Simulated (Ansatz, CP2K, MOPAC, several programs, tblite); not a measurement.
Energy against volume for SrMg2O3 as one 6-atom ordering (I4/mmm) on the rocksalt lattice, at fixed shape and fractional coordinates, computed by several methods (PBE and r2SCAN, where shown, with plane waves in Ansatz); the cell shown is that of r2SCAN. With free coordinates or axes held, a curve is too stiff, and on another method's shape its minimum isn't the method's own volume. It is tetragonal, I4/mmm (No. 139); a = 3.332 Å, c = 13.558 Å in the conventional setting, 12.54 Å³ an atom. Around Mg lie 6 O at 1.99–2.37 Å; around O lie 5 Mg at 1.99–2.36 Å and 1 Sr at 2.42 Å; around O lie 4 Sr at 2.36 Å and 2 Mg at 2.37 Å; around Sr lie 6 O at 2.36–2.42 Å. The calculation is spin-unpolarised, and the structure need not be a phase that has been made. Energies count from each curve's lowest point; fits are third-order Birch-Murnaghan.

```
Mg O Sr
1.0
    -1.66586    1.66586    6.77908
     1.66586   -1.66586    6.77908
     1.66586    1.66586   -6.77908
Mg O Sr
2 3 1
Direct
  0.82528 0.82528 0.00000
  0.17472 0.17472 0.00000
  0.67872 0.67872 0.00000
  0.00000 0.00000 0.00000
  0.32128 0.32128 0.00000
  0.50000 0.50000 0.00000
```

Task: PBE, on the shape of its own relaxed cell, gives
```tsv
V (Å³/atom)	E (meV/atom)
12.103	18.27
12.489	4.32
12.875	0.00
13.261	3.86
13.648	14.73
```
What equilibrium volume and bulk modulus follow?

Result: V₀ = 12.88 Å³ an atom and B₀ = 113 GPa.

light PBE (260 eV, its own mesh), on the shape of the cell shown:
```
V (Å³/atom)  E (meV/atom)
     11.538         81.34
     12.040         22.09
     12.542          3.16
     13.043          0.00
     13.545          9.71
     14.047         24.87
```
The points scatter about a smooth fit, as a low cutoff and a light mesh can make them, so no fit is quoted.

GFN2-xTB (tblite), on the shape of the cell shown, as a cluster of 108 atoms at the zone centre:
```csv
V (Å³/atom),E (meV/atom)
11.037,0.00
11.789,134.39
12.542,270.14
13.294,405.39
14.047,538.25
```
This method closes the gap of a crystal that DFT finds insulating, so its curve rests on a wrong state.
The lowest point is an end point, so the minimum isn't bracketed.

PM7 (MOPAC), on the shape of the cell shown, as a cluster of 108 atoms at the zone centre:
```
V (Å³/atom)  E (meV/atom)
     11.037         76.37
     11.789          0.00
     12.542         22.03
     13.294         90.08
     14.047        178.53
```
The points scatter about a smooth fit, so no fit is quoted.

PBE/DZVP (CP2K), on the shape of the cell shown:
```
V (Å³/atom)  E (meV/atom)
     11.037        175.84
     11.789         70.89
     12.542         16.77
     13.294          0.00
     14.047         10.82
```
V₀ = 13.34 Å³ an atom and B₀ = 102 GPa.

The runs are scalar-relativistic, without spin-orbit coupling.
